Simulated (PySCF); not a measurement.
# [PmCl2]+: other functionals and bases at one geometry

An exercise on one series of results from a longer session: the logs are not shown, and one member is left open.

Computed with PySCF 2.14.0. Level: several levels, as the steps say, no spin–orbit coupling.

1 further run of the same task is left out (for a known fault of the program).

## Starting geometry

3 atoms, charge 1, spin multiplicity 1.

Bond lengths: Pm1–Cl2 2.434 Å, Pm1–Cl3 2.434 Å. Angles: Cl2–Pm1–Cl3 108.7°.

Coordinates:

```xyz
3
charge 1, multiplicity 1
Pm    0.0000    0.0000   -0.5733
Cl    1.9782    0.0000    0.8446
Cl   -1.9782    0.0000    0.8446
```

Formal oxidation states: Pm +3. Each metal's 4 4f electrons lie in its core potential, so multiplicities, spins and levels count the valence alone. An earlier session relaxed this geometry at PBE0, Pm lcecp-1-SVP with ECP50, Cl def2-SVP (singlet, point group C2v).

At PBE0 on the finer grid: E = -953.819335 Eh, HOMO -13.64 eV, LUMO -7.83 eV, Mulliken charge on Pm1 +1.32 e, largest force component 0.011 eV/Å. 

Levels to run: TPSS; HF; PBE0, TZVP. Hardware: 2 threads of Arm Neoverse V1, shared host.

The first run:

run.py (the lines that set the calculation) reads:

```python
mol = gto.M(atom='''
Pm     0.00000     0.00000    -0.57328
Cl     1.97824     0.00000     0.84457
Cl    -1.97824     0.00000     0.84457''',
    basis={'Pm': 'lcecp-1-SVP', 'Cl': 'def2-SVP'},
    ecp={'Pm': 'lcecp-1-SVP'},
    charge=1, spin=0)
mf = dft.RKS(mol, xc='TPSS')
mf.grids.atom_grid = (75, 302)  # f atoms: unpruned, at least (60, 302)
mf = mf.density_fit()  # fitting sets: Pm AutoAux, Cl def2-universal-JKFIT
mf.conv_tol = 1e-08; mf.max_cycle = 55
mf.kernel(dm0)  # dm0: the density of the relaxed state
```

Launch:

```
OMP_NUM_THREADS=2 python run.py
```

Among the steps run: TPSS; HF; PBE0, TZVP.

One of the session's tables, all rows but one given; the rest of the session is left out.

| level | HOMO (eV) | gap (eV) | charge on Pm1 (e) | dipole (D) | largest force component (eV/Å) |
| --- | --- | --- | --- | --- | --- |
| PBE0 (relaxed here) | -13.64 | 5.81 | 1.32 | 6.86 | 0.01 |
| TPSS | ? | ? | ? | ? | ? |
| HF | -16.59 | 11.11 | 1.60 | 8.24 | 0.62 |
| PBE0, TZVP | -13.58 | 5.87 | 1.59 | 6.75 | 0.25 |

Q: Estimate the row for TPSS from the others.

As computed: HOMO (eV): -12.45; gap (eV): 4.09; charge on Pm1 (e): 1.30; dipole (D): 6.60; largest force component (eV/Å): 0.39. In the column «HOMO (eV)» it is the highest.

The dipole of a charged species depends on the origin, so these sizes hold for this origin alone.

In one basis the HOMO–LUMO gap runs from 4.09 eV (TPSS) to 11.11 eV (HF). The largest leftover force, 0.62 eV/Å with HF, stands at a geometry relaxed at another level. With 4f in the core, its levels are missing from HOMO and gap, and its count is fixed, so no charge can pass from the ligands into it. Total energies of different levels can't be compared.
